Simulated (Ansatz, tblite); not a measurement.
# In(PF3)H3 (F₃H₃InP): rung by rung, part 2 of 2

How do method and basis change the picture of In(PF3)H3 (F₃H₃InP) (singlet)?

Ansatz 0.2.0, Gaussian basis; as each input shows.

## 18. PBE0-D4/def2-SVP

File in.yaml:

```yaml
crystal:
  periodic: [false, false, false]
  atoms:
    - {symbol: In, position_ang: [0.034266, -0.039506, -1.672147]}
    - {symbol: P, position_ang: [-0.027050, 0.025365, 1.156326]}
    - {symbol: F, position_ang: [-1.430327, 0.114460, 1.894780]}
    - {symbol: F, position_ang: [0.717166, 1.215219, 1.899415]}
    - {symbol: F, position_ang: [0.595973, -1.193866, 1.960819]}
    - {symbol: H, position_ang: [1.764835, -0.092922, -1.703658]}
    - {symbol: H, position_ang: [-0.781391, 1.482876, -1.794123]}
    - {symbol: H, position_ang: [-0.873472, -1.511627, -1.741412]}
basis:
  gaussian: {orbitals: def2-SVP, initial_orbitals: start.molden}
hamiltonian: {xc: pbe0, dispersion: d4}
scf: {omitted_lower_state_checks: [starts]}
output: {orbitals: {seedname: orbitals}}
```

The run is started by

```
ansatz run in.yaml --threads 4 --pin off --events-out ev --progress --plain --max-ram 3916MiB
```

Output:

```text
Functional definition: PBE0
  name "PBE0"
  cite "Adamo & Barone, J. Chem. Phys. 110, 6158 (1999) doi:10.1063/1.478522"
  cite "Perdew, Burke & Ernzerhof, Phys. Rev. Lett. 77, 3865 (1996) doi:10.1103/PhysRevLett.77.3865"
  parent pbe
  parameter a = 0.25
  parameter kappa = 0.804
  parameter beta = 0.06672455060314922
  exchange = (1 - a)*pbe_x(kappa = kappa, mu = beta*pi^2/3) + a*exact_x
  correlation = pbe_c(beta = beta)
these checks for a lower state are left out or cut short: starts
1035 factors; integrals over basis functions are off by at most 5.4e-4 eV
mean field evaluation 1: about -22641.9447 eV, gradient 3.0e1 eV
mean field evaluation 2: about -22642.3189 eV, gradient 4.2e-1 eV
mean field evaluation 4: about -22642.3890 eV, gradient 7.8e-4 eV
mean field -22642.38899756 eV, -832.0924480977 hartree, gradient 1.1e-5 eV, S^2 0.000000; 0 other end points of the search recorded, 0 dependent functions left out
reference -22642.38903107 eV, -832.0924493294 hartree; 33, 33 occupied and 68, 68 virtual orbitals, 1035 factors
Total energy: -22642.53134174 eV, -832.0976791498 hartree
Checks for a lower state left out: starts
```

Run time: 6 s. Hardware: 4 threads of Intel Xeon at 2.50GHz, shared host.

From the report: HOMO -8.15 eV, LUMO -0.86 eV.

## 19. PBE0-D4/def2-TZVPD

Edit in.yaml of step 18 so:

```diff
@@ -12,3 +12,3 @@
 basis:
-  gaussian: {orbitals: def2-SVP, initial_orbitals: start.molden}
+  gaussian: {orbitals: def2-TZVPD, initial_orbitals: start.molden}
 hamiltonian: {xc: pbe0, dispersion: d4}
```

Launched as before.

Output:

```text
Functional definition: PBE0
  name "PBE0"
  cite "Adamo & Barone, J. Chem. Phys. 110, 6158 (1999) doi:10.1063/1.478522"
  cite "Perdew, Burke & Ernzerhof, Phys. Rev. Lett. 77, 3865 (1996) doi:10.1103/PhysRevLett.77.3865"
  parent pbe
  parameter a = 0.25
  parameter kappa = 0.804
  parameter beta = 0.06672455060314922
  exchange = (1 - a)*pbe_x(kappa = kappa, mu = beta*pi^2/3) + a*exact_x
  correlation = pbe_c(beta = beta)
these checks for a lower state are left out or cut short: starts
1549 factors; their error is unknown
mean field evaluation 1: about -22656.6744 eV, gradient 6.6e0 eV
mean field evaluation 2: about -22656.7365 eV, gradient 9.4e-2 eV
mean field evaluation 4: about -22656.8284 eV, gradient 1.9e-4 eV
mean field -22656.82839005 eV, -832.6230859845 hartree, gradient 1.6e-5 eV, S^2 0.000000; 0 other end points of the search recorded, 0 dependent functions left out
reference -22656.82844787 eV, -832.6230881093 hartree; 33, 33 occupied and 213, 213 virtual orbitals, 1549 factors
Total energy: -22656.97075853 eV, -832.6283179297 hartree
Checks for a lower state left out: starts
```

Wall time 14 s (4 threads of Intel Xeon at 2.50GHz, shared host).

HOMO -8.19 eV, LUMO -1.27 eV.

## 20. PBE-D4/def2-TZVPD

Edit in.yaml of step 19 so:

```diff
@@ -13,3 +13,3 @@
   gaussian: {orbitals: def2-TZVPD, initial_orbitals: start.molden}
-hamiltonian: {xc: pbe0, dispersion: d4}
+hamiltonian: {xc: pbe, dispersion: d4}
 scf: {omitted_lower_state_checks: [starts]}
```

Same command.

Output:

```text
Functional definition: PBE
  name "PBE"
  cite "Perdew, Burke & Ernzerhof, Phys. Rev. Lett. 77, 3865 (1996) doi:10.1103/PhysRevLett.77.3865"
  parent pbe
  parameter kappa = 0.804
  parameter beta = 0.06672455060314922
  exchange = pbe_x(kappa = kappa, mu = beta*pi^2/3)
  correlation = pbe_c(beta = beta)
these checks for a lower state are left out or cut short: starts
1450 factors; their error is unknown
mean field evaluation 1: about -22655.9815 eV, gradient 1.4e1 eV
mean field evaluation 2: about -22656.2328 eV, gradient 3.1e-1 eV
mean field evaluation 4: about -22656.2194 eV, gradient 1.6e-1 eV
mean field -22656.21943813 eV, -832.6007074143 hartree, gradient 5.6e-5 eV, S^2 0.000000; 0 other end points of the search recorded, 0 dependent functions left out
reference -22656.21951624 eV, -832.6007102846 hartree; 33, 33 occupied and 213, 213 virtual orbitals, 1450 factors
Total energy: -22656.38579257 eV, -832.6068208270 hartree
Checks for a lower state left out: starts
```

Run time: 11 s. Hardware: 4 threads of Intel Xeon at 2.50GHz, shared host.

From the report: HOMO -7.02 eV, LUMO -2.18 eV.

## 21. r2SCAN-D4/def2-TZVPD

Edit in.yaml of step 20 so:

```diff
@@ -13,3 +13,3 @@
   gaussian: {orbitals: def2-TZVPD, initial_orbitals: start.molden}
-hamiltonian: {xc: pbe, dispersion: d4}
+hamiltonian: {xc: r2scan, dispersion: d4}
 scf: {omitted_lower_state_checks: [starts]}
```

Launched as before.

Output:

```text
Functional definition: r2SCAN
  name "r2SCAN"
  cite "Furness, Kaplan, Ning, Perdew & Sun, J. Phys. Chem. Lett. 11, 8208 (2020) doi:10.1021/acs.jpclett.0c02405"
  cite "Furness, Kaplan, Ning, Perdew & Sun, J. Phys. Chem. Lett. 11, 9248 (2020) doi:10.1021/acs.jpclett.0c03077"
  parent r2scan
  parameter k0 = 0.174
  parameter k1 = 0.065
  parameter a1 = 4.9479
  exchange = r2scan_x(k0 = k0, k1 = k1, a1 = a1)
  correlation = r2scan_c
these checks for a lower state are left out or cut short: starts
1450 factors; their error is unknown
mean field evaluation 1: about -22666.0779 eV, gradient 9.8e0 eV
mean field evaluation 2: about -22666.1858 eV, gradient 1.5e-1 eV
mean field evaluation 4: about -22666.1731 eV, gradient 2.8e-4 eV
mean field -22666.17306474 eV, -832.9664964452 hartree, gradient 9.4e-6 eV, S^2 0.000000; 0 other end points of the search recorded, 0 dependent functions left out
reference -22666.17309258 eV, -832.9664974686 hartree; 33, 33 occupied and 213, 213 virtual orbitals, 1450 factors
Total energy: -22666.21299134 eV, -832.9679637206 hartree
Checks for a lower state left out: starts
```

Wall time 13 s (4 threads of Intel Xeon at 2.50GHz, shared host).

Report: HOMO -7.30 eV, LUMO -1.95 eV.

## 22. CCSD(T)/def2-TZVP

Edit in.yaml of step 21 so:

```diff
@@ -12,4 +12,4 @@
 basis:
-  gaussian: {orbitals: def2-TZVPD, initial_orbitals: start.molden}
-hamiltonian: {xc: r2scan, dispersion: d4}
+  gaussian: {orbitals: def2-TZVP, initial_orbitals: start.molden}
+correlation: {method: ccsd_t}
 scf: {omitted_lower_state_checks: [starts]}
```

Launched as before.

Output, shortened:

```text
Functional definition: HF
  name "HF"
  cite "Fock, Z. Phys. 61, 126 (1930) doi:10.1007/BF01340294"
  parent pbe
[...]
1474 factors; integrals over basis functions are off by at most 1.3e-3 eV
[...]
mean field -22591.60183533 eV, -830.2260543106 hartree, gradient 4.9e-6 eV, S^2 0.000000; 0 other end points of the search recorded, 0 dependent functions left out
12 core orbitals not correlated: weight in the atoms' cores, before any rotation towards them, 1.000 or more for the frozen orbitals, at most 0.000 for the correlated occupied ones
reference -22591.60183533 eV, -830.2260543106 hartree; 21, 21 occupied and 165, 165 virtual orbitals, 1474 factors
second order -32.47616939 eV of doubles, -0.00000000 eV of singles
cycle   1  -32.01908228 eV  change    4.6e-1 eV  update   1.4e-1
[...]
cycle  10  -32.95503416 eV  change   -2.1e-5 eV  update   7.8e-6
perturbative correction -1.00634539 eV, -0.0369825109 hartree
Total energy: -22625.56321488 eV, -831.4741119893 hartree
Checks for a lower state left out: starts
```

It took 3 min on 4 threads of Intel Xeon at 2.50GHz, shared host; peak memory 2.9 GiB.

Report: Hartree-Fock HOMO -11.06 eV, LUMO 1.48 eV; T1 0.015.

## 23. RPA/def2-TZVP

Edit in.yaml of step 22 so:

```diff
@@ -13,4 +13,4 @@
   gaussian: {orbitals: def2-TZVP, initial_orbitals: start.molden}
-correlation: {method: ccsd_t}
+hamiltonian: {xc: pbe}
+correlation: {method: rpa}
 scf: {omitted_lower_state_checks: [starts]}
-output: {orbitals: {seedname: orbitals}}
```

Launched as before.

Output, shortened:

```text
Functional definition: PBE
  name "PBE"
  cite "Perdew, Burke & Ernzerhof, Phys. Rev. Lett. 77, 3865 (1996) doi:10.1103/PhysRevLett.77.3865"
  parent pbe
[...]
1474 factors; integrals over basis functions are off by at most 1.3e-3 eV
[...]
mean field -22656.14242670 eV, -832.5978772964 hartree, gradient 6.5e-6 eV, S^2 0.000000; 0 other end points of the search recorded, 0 dependent functions left out
12 core orbitals not correlated: weight in the atoms' cores, before any rotation towards them, 1.000 or more for the frozen orbitals, at most 0.000 for the correlated occupied ones
reference -22589.16035153 eV, -830.1363314360 hartree; 21, 21 occupied and 165, 165 virtual orbitals, 1474 factors
Total energy: -22638.42442162 eV, -831.9467526193 hartree
Checks for a lower state left out: starts
```

Run time: 14 s. Hardware: 4 threads of Intel Xeon at 2.50GHz, shared host.

## 24. Comparison

```csv
level,functions,HOMO (eV),LUMO (eV),gap (eV),time
LDA/def2-TZVP,198,-7.11,-2.35,4.76,3.5 s
PBE-D4/def2-SVP,101,-6.92,-1.71,5.21,3.3 s
PBE-D4/def2-TZVP,198,-6.99,-2.10,4.90,5.5 s
PBE-D4/def2-TZVPD,246,-7.02,-2.18,4.84,11 s
r2SCAN-D4/def2-TZVP,198,-7.28,-1.90,5.38,7 s
r2SCAN-D4/def2-TZVPD,246,-7.30,-1.95,5.34,13 s
B97M-V/def2-TZVP,198,-7.36,-1.95,5.41,13 s
r2SCANh-D4/def2-TZVP,198,-7.72,-1.57,6.15,9.5 s
B3LYP-D4/def2-TZVP,198,-8.01,-1.41,6.60,9 s
PBE0-D4/def2-SVP,101,-8.15,-0.86,7.29,6 s
PBE0-D4/def2-TZVP,198,-8.18,-1.19,6.99,6.5 s
PBE0-D4/def2-TZVPD,246,-8.19,-1.27,6.92,14 s
r2SCAN0-D4/def2-TZVP,198,-8.38,-1.07,7.31,10 s
BHLYP-D4/def2-TZVP,198,-9.32,-0.19,9.12,7.5 s
LC-ωPBE(0.10)/def2-TZVP,198,-8.47,-0.70,7.76,8 s
LC-ωPBE(0.15)/def2-TZVP,198,-9.06,-0.16,8.91,7.5 s
LC-ωPBE(0.20)/def2-TZVP,198,-9.57,0.27,9.84,8.1 s
LC-ωPBE(0.30)/def2-TZVP,198,-10.35,0.83,11.18,8.5 s
```

The pieces so far (eV):

```csv
basis,HF,MP2 correlation,CCSD correlation,(T),total
def2-TZVP,-22591.6018,-32.4762,-32.9550,-1.0063,-22625.5632
```

## 25. Binding energy

Free atoms were run apart at each level; binding is atoms less cluster, divided by the number of atoms, without zero-point or spin-orbit terms.

Differences are taken before rounding.

```csv
method,binding an atom (eV),from CCSD(T)/def2-TZVP (eV),time
HF/def2-TZVP,1.943,-0.859,
LDA/def2-TZVP,3.503,+0.700,3.5 s
PBE-D4/def2-SVP,2.918,+0.116,3.3 s
PBE-D4/def2-TZVP,2.985,+0.182,5.5 s
PBE-D4/def2-TZVPD,2.979,+0.177,11 s
r2SCAN-D4/def2-TZVP,2.937,+0.135,7 s
r2SCAN-D4/def2-TZVPD,2.936,+0.134,13 s
B97M-V/def2-TZVP,2.974,+0.171,13 s
r2SCANh-D4/def2-TZVP,2.897,+0.094,9.5 s
B3LYP-D4/def2-TZVP,2.908,+0.106,9 s
PBE0-D4/def2-SVP,2.784,-0.018,6 s
PBE0-D4/def2-TZVP,2.875,+0.073,6.5 s
PBE0-D4/def2-TZVPD,2.874,+0.072,14 s
r2SCAN0-D4/def2-TZVP,2.839,+0.037,10 s
BHLYP-D4/def2-TZVP,2.774,-0.028,7.5 s
MP2/def2-TZVP,2.863,+0.060,
CCSD/def2-TZVP,2.745,-0.057,
CCSD(T)/def2-TZVP,2.802,0,3 min
```

Among the levels timed on like hardware and quicker than the yardstick, those that no quicker one beats, quickest first: PBE-D4/def2-SVP (3.3 s, +0.116 eV); PBE0-D4/def2-SVP (6 s, -0.018 eV).

## 26. Results

What follows sums up all 2 parts.

| quantity | value |
| --- | --- |
| gap in def2-TZVP, named functionals, smallest and largest | 4.76 eV (LDA), 9.12 eV (BHLYP-D4) |
| gap over the ω (1/bohr) | 7.76 eV at 0.1, 11.18 eV at 0.3 |
| correlation energy, CCSD(T)/def2-TZVP | -33.96 eV |
| binding an atom, CCSD(T)/def2-TZVP | 2.802 eV |
| PBE0 total energy, smallest basis above largest | 14.44 eV (def2-SVP, def2-TZVPD) |

What this shows: Orbital gaps of the named functionals in def2-TZVP span 4.76 eV (LDA) to 9.12 eV (BHLYP-D4); exact exchange widens it. Raising the ω (1/bohr) from 0.1 to 0.3 moves the HOMO by -1.88 eV and the LUMO by +1.54 eV. The functionals in def2-TZVP miss CCSD(T)/def2-TZVP by -0.028 (BHLYP-D4) to +0.700 eV (LDA) an atom. The reference is CCSD(T) in one finite basis, so it carries an error of its own, often a tenth of an eV or more, and near misses can't be ranked.

For cost: PBE0-D4/def2-SVP gets within 0.018 eV in 6 s, where CCSD(T)/def2-TZVP took 3 min; the quickest level in the cost chart, PBE-D4/def2-SVP, takes 3.3 s and misses by 0.116 eV. The slowest run with a step of its own, CCSD(T)/def2-TZVP, took 3 min; the quickest functional in def2-TZVP took 3.5 s (shared host).
